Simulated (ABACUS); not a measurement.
Runs of ABACUS 3.10.1 on HfIn4SiO6. The structure is monoclinic, space group C2/m (No. 12). The conventional cell has a = 4.828 Å, b = 16.259 Å, c = 4.833 Å, α = 90.00°, β = 101.89°, γ = 90.00°. Hf (site symmetry 2/m) is surrounded by 6 O at 2.03 to 2.13 Å. Around In (site symmetry 2) lie 2 O at 2.31 Å. In (site symmetry 2) has 2 O at 2.30 Å as nearest neighbours. Si (site symmetry 2/m) is surrounded by 6 O at 1.72 to 1.89 Å. O (site symmetry m) has 1 Si at 1.72 Å as nearest neighbours. O (site symmetry 1) has 1 Si at 1.89 Å and 1 Hf at 2.13 Å as nearest neighbours. The cell was built by a generator and needn't be a form met in nature.

```tsv
task	level	potentials or basis	k mesh	symmetry key	path	points for each segment of the path	gap on the mesh (eV)	pressure (GPa)	largest force (eV/Å)
single point	PW91	SG15 ONCV 1.2 PBE, DZP LCAO (the cutoffs set its grid)	4 × 4 × 4	1	-	-	0.28	1.8	(b)
single point	PBEsol	SG15 ONCV 1.2 PBE, DZP LCAO (the cutoffs set its grid)	4 × 4 × 4	1	-	-	0.31	-1.8	0.87
single point	PBE	PseudoDojo NC SR 0.5 PBE standard, DZP LCAO (the cutoffs set its grid)	4 × 4 × 4	1	-	-	0.29	(c)	0.35
single point	WC	SG15 ONCV 1.2 PBE, DZP LCAO (the cutoffs set its grid)	4 × 4 × 4	1	-	-	0.30	-1.8	0.82
single point	TPSS	SG15 ONCV 1.2 PBE, DZP LCAO (the cutoffs set its grid)	4 × 4 × 4	1	-	-	0.29	-0.2	(a)
```

Alike in all rows: no spin polarisation; cell as given; cutoff (eV) 1361; smearing fermi-dirac 0.05 eV.

Question: Fill in the values left out.

Answer: (a) 0.53; (b) 0.60; (c) 1.4.

Caveats: the atomic orbitals were generated for these runs and aren't a published set; spin-orbit coupling is left out, which moves the levels of the heavy elements; the basis of atomic orbitals isn't converged, which shifts pressures, moduli and gaps; the potentials were made for another functional, which shifts forces and pressure (some runs).

A k mesh can miss the band edges, and the runs leave out spin-orbit coupling on Hf, In.

Not every run made on this cell is shown here.
